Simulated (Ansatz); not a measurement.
# BLYP/def2-TZVPP run of BHF2 (SMILES FBF)

Aim: the electronic atomisation energy of BHF2 at BLYP/def2-TZVPP, from 4 runs. 

The results are computed with Ansatz 0.2.0.

46 further runs of the same task are left out: 46 set aside as unsound or not needed.

### 1 The molecule

The species is BHF2 (4 atoms), meant as a singlet with charge 0. SMILES: `FBF`. Geometry: relaxed at PBE0-D4/def2-TZVP.

Bond lengths: F1–B2 1.313 Å, B2–F3 1.313 Å, B2–H4 1.191 Å. Angles: F1–B2–F3 118.1°, F1–B2–H4 121.0°, F3–B2–H4 121.0°.

### 2 A single-point energy at BLYP/def2-TZVPP

File run.yaml:

```yaml
crystal:
  periodic: [false, false, false]
  atoms:
    - {symbol: F, position_ang: [1.154300, 0.456900, -0.361900]}
    - {symbol: B, position_ang: [-0.001900, -0.031000, 0.025200]}
    - {symbol: F, position_ang: [-1.095400, 0.528700, -0.438900]}
    - {symbol: H, position_ang: [-0.057000, -0.954600, 0.775600]}
basis:
  gaussian: {orbitals: def2-TZVPP}
hamiltonian: {xc: {name: BLYP}}
accuracy: high
output: {orbitals: {seedname: orbitals}}
```

Command:

```bash
$ ansatz run run.yaml --threads 1 --pin off --max-ram 3480MiB --events-out events.jsonl --progress --plain --runs-dir runs
```

The log of the run:

```text
Warning: RAYON_NUM_THREADS=1 ignored (pool sized by the plan → 1); use --threads N
Functional definition: BLYP
  name "BLYP"
  parameter beta = 0.0042
  parameter a = 0.04918
  parameter b = 0.132
  parameter c = 0.2533
  parameter d = 0.349
  exchange = b88_x(beta = beta)
  correlation = lyp_c(a = a, b = b, c = c, d = d)
1729 factors; integrals over basis functions are off by at most 3.4e-9 eV
mean field evaluation 1: about -6128.8872 eV, gradient 4.3e1 eV
mean field evaluation 2: about -6123.6405 eV, gradient 7.7e1 eV
mean field evaluation 4: about -6131.4001 eV, gradient 1.1e0 eV
mean field evaluation 8: about -6131.3991 eV, gradient 1.3e-2 eV
mean field evaluation 16: about -6131.3991 eV, gradient 9.6e-8 eV
mean field -6131.39910910 eV, -225.3247612478 hartree, gradient 9.8e-8 eV, S^2 0.000000; 0 other end points of the search recorded, 0 dependent functions left out
reference -6131.39915382 eV, -225.3247628914 hartree; 12, 12 occupied and 95, 95 virtual orbitals, 1729 factors
Total energy: -6131.39915382 eV, -225.3247628914 hartree
```

Run time: 4.2 s. Hardware: 1 thread of Intel Xeon Platinum 8175M at 2.50GHz (Skylake/Cascade Lake), shared host; peak memory 0.23 GiB.

### 3 The B atom, same level

File input.yaml:

```yaml
crystal:
  periodic: [false, false, false]
  atoms:
    - {symbol: B, position_ang: [0.000000, 0.000000, 0.000000]}
basis:
  gaussian: {orbitals: def2-TZVPP}
magnetization: {spin_polarized: true, initial_magnetization: 1}
hamiltonian: {xc: {name: BLYP}}
accuracy: high
```

Run the same way, it converges to -24.65148 Eh (log not shown).

### 4 The F atom at the same level

File molecule.yaml:

```yaml
crystal:
  periodic: [false, false, false]
  atoms:
    - {symbol: F, position_ang: [0.000000, 0.000000, 0.000000]}
basis:
  gaussian:
    orbitals: def2-TZVPP
total_charge: 0
magnetization:
  spin_polarized: true
  initial_magnetization: 1
hamiltonian:
  xc: {name: BLYP}
accuracy: high
```

Command:

```bash
$ ansatz run molecule.yaml --threads 1 --pin off --max-ram 3480MiB --events-out events.jsonl --progress --plain --runs-dir runs
```

The log of the run (excerpt; [...] marks lines left out):

```text
Warning: RAYON_NUM_THREADS=1 ignored (pool sized by the plan → 1); use --threads N
[... 9 set-up lines as earlier in the session ...]
309 factors; integrals over basis functions are off by at most 2.5e-9 eV
mean field evaluation 1: about -2714.4918 eV, gradient 8.2e0 eV
mean field evaluation 2: about -2714.5113 eV, gradient 6.9e0 eV
mean field evaluation 4: about -2714.6314 eV, gradient 2.5e-2 eV
mean field evaluation 8: about -2714.6313 eV, gradient 4.6e-4 eV
mean field evaluation 16: about -2714.3970 eV, gradient 1.1e1 eV
mean field evaluation 32: about -2714.6313 eV, gradient 2.0e-6 eV
mean field -2714.63130018 eV, -99.7608602384 hartree, gradient 3.2e-8 eV, S^2 0.751250; 5 other end points of the search recorded, 0 dependent functions left out
reference -2714.63131908 eV, -99.7608609331 hartree; 5, 4 occupied and 26, 27 virtual orbitals, 309 factors
Total energy: -2714.63131908 eV, -99.7608609331 hartree
```

Wall time 1.4 s (1 thread of Intel Xeon Platinum 8175M at 2.50GHz (Skylake/Cascade Lake), shared host).

### 5 The H atom, same level

File molecule.yaml:

```yaml
crystal:
  periodic: [false, false, false]
  atoms:
    - symbol: H
      position_ang: [0.000000, 0.000000, 0.000000]
basis:
  gaussian: {orbitals: def2-TZVPP}
hamiltonian: {xc: {name: BLYP}}
accuracy: high
magnetization: {spin_polarized: true, initial_magnetization: 1}
```

Command:

```bash
$ ansatz run molecule.yaml --threads 1 --pin off --max-ram 3480MiB --events-out events.jsonl --progress --plain --runs-dir runs
```

The log of the run (excerpt; [...] marks lines left out):

```text
Warning: RAYON_NUM_THREADS=1 ignored (pool sized by the plan → 1); use --threads N
[... 9 set-up lines as earlier in the session ...]
92 factors; integrals over basis functions are off by at most 8.4e-10 eV
mean field evaluation 1: about -13.5349 eV, gradient 6.5e-1 eV
mean field evaluation 2: about -13.5399 eV, gradient 9.6e-2 eV
mean field evaluation 4: about -13.5391 eV, gradient 3.3e-3 eV
mean field evaluation 8: about -13.5391 eV, gradient 1.9e-10 eV
mean field -13.53905511 eV, -0.4975510982 hartree, gradient 2.4e-9 eV, S^2 0.750000; 0 other end points of the search recorded, 0 dependent functions left out
reference -13.53908547 eV, -0.4975522139 hartree; 1, 0 occupied and 13, 14 virtual orbitals, 92 factors
Total energy: -13.53908547 eV, -0.4975522139 hartree
```

Run time: 0.18 s. Hardware: 1 thread of Intel Xeon Platinum 8175M at 2.50GHz (Skylake/Cascade Lake), shared host.

### 6 Summary of results

At BLYP/def2-TZVPP:

```
                     quantity          value
       molecule: total energy  -225.32476 Eh
        molecule: HOMO energy       -9.08 eV
        molecule: LUMO energy       -1.29 eV
      molecule: HOMO–LUMO gap        7.78 eV
         B atom: total energy   -24.65148 Eh
                 B atom: ⟨S²⟩          0.753
         F atom: total energy   -99.76086 Eh
                 F atom: ⟨S²⟩          0.751
         H atom: total energy    -0.49755 Eh
                 H atom: ⟨S²⟩          0.750
electronic atomisation energy      17.796 eV
```

Taking the molecule apart into free atoms costs 17.80 eV (410 kcal/mol), before zero-point energy and without spin-orbit coupling.
